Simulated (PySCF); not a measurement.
# C2H4BBrO2: the cost of one run

The runs use PySCF 2.14.0, with density-fitted response routines of our own; the level of theory stands in each step. All values are computed, except where a source is named. Atoms count from 0, in the outputs and in this text.

## 1. Starting geometry

10 atoms, charge 0, multiplicity 1; geometry from: GFN2-xTB. The atoms were then displaced at random by about 0.01 Å, so the start is not that level's minimum.

Bonds of the start (Å): Br0–B1 1.89, B1–O2 1.37, O2–C3 1.38, C3–C4 1.52, C4–O5 1.41, O5–B1 1.37, C3–H6 1.11, C3–H7 1.10, C4–H8 1.12, C4–H9 1.08.

## 2. Optimising the geometry at PBE0-D3(BJ)/def2-SVP

The job: settings as JSON, then the geometry in Å.

```
{"job": {"xc": "PBE0", "basis": "def2-SVP", "d3": "d3bj", "grid": 1, "shake": 0.01, "kind": "geom"}, "charge": 0, "multiplicity": 1}
Br     2.890160    -1.597520    -0.065010
B      1.238770    -0.685570    -0.033500
O      0.067680    -1.229230    -0.493040
C     -0.919250    -0.279720    -0.311270
C     -0.265170     0.943150     0.321080
O      1.095550     0.583470     0.449070
H     -1.704400    -0.723750     0.341280
H     -1.373920    -0.054200    -1.289530
H     -0.650520     1.183750     1.347370
H     -0.328460     1.838690    -0.287500
```

On the command line:

```bash
OMP_NUM_THREADS=1 python probes_run.py task.json out
```

One launch serves the whole session: the jobs run in the order shown.

Q: Estimate the wall time and peak memory of this first job on 1 thread of Arm Neoverse V2, shared host.

About 32 s, with a peak of 0.51 GiB.
